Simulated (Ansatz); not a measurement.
# SiH2Se2: basis-set convergence

One table from this session's results is given with a row withheld; the runs are named, their logs left out.

Method: one geometry, several basis sets; program: Ansatz 0.2.0, Gaussian basis.

Levels to be run: PBE0-D4/def2-SVP; ωB97M-V/def2-SVP; PBE0-D4/def2-QZVPP; ωB97M-V/def2-QZVPP; the functionals' def2-TZVPP values are taken from earlier runs.

### The relaxed structure

The geometry comes from an earlier relaxation with PBE0-D4 in a triple-zeta def2 set; it is a stationary point.

SMILES `[SiH2]1[Se][Se]1`, 5 atoms, charge 0, spin multiplicity 1.

Atoms are counted from 1 here; the program's logs count them from 0.

Bond lengths: Si1–Se2 2.240 Å, Si1–Se3 2.240 Å, Si1–H4 1.478 Å, Si1–H5 1.478 Å, Se2–Se3 2.424 Å. Angles: Se2–Si1–Se3 65.5°, Se2–Si1–H4 117.6°, Se2–Si1–H5 117.6°, Se3–Si1–H4 117.6°, Se3–Si1–H5 117.6°, H4–Si1–H5 113.0°, Si1–Se2–Se3 57.2°, Si1–Se3–Se2 57.3°.

Set-up of the first run:

Input file in.yaml:

```yaml
crystal:
  periodic: [false, false, false]
  atoms:
    - {symbol: Si, position_ang: [-0.285741, 0.210091, -0.219619]}
    - {symbol: Se, position_ang: [0.766564, -0.161611, 1.722697]}
    - {symbol: Se, position_ang: [1.269123, -1.400540, -0.298850]}
    - {symbol: H, position_ang: [-1.702623, -0.198689, -0.321312]}
    - {symbol: H, position_ang: [0.002477, 1.477049, -0.924415]}
basis:
  gaussian: {orbitals: def2-SVP}
hamiltonian: {xc: pbe0, dispersion: d4}
output: {orbitals: {seedname: orbitals}}
```

Command:

```sh
$ ansatz run in.yaml --threads 2 --pin off --events-out ev --progress --plain --max-ram 4352MiB
```

Among the steps run: PBE0-D4 in def2-SVP; ωB97M-V in def2-SVP; PBE0-D4 in def2-QZVPP; ωB97M-V in def2-QZVPP.

One of the session's tables, all rows but one given; the rest of the session is left out.

| functional | basis | HOMO (eV) | LUMO (eV) |
| --- | --- | --- | --- |
| PBE0-D4 | def2-SVP | -6.14 | -2.19 |
| PBE0-D4 | def2-TZVPP | -6.23 | -2.28 |
| PBE0-D4 | def2-QZVPP | -6.25 | -2.30 |
| ωB97M-V | def2-SVP | ? | ? |
| ωB97M-V | def2-TZVPP | -8.32 | -0.31 |
| ωB97M-V | def2-QZVPP | -8.34 | -0.39 |

**Question.** Estimate the row for ωB97M-V, def2-SVP.

**Answer.** HOMO (eV): -8.21; LUMO (eV): -0.10. In the column «HOMO (eV)» it lies between ωB97M-V, def2-TZVPP (-8.32) and PBE0-D4, def2-QZVPP (-6.25).
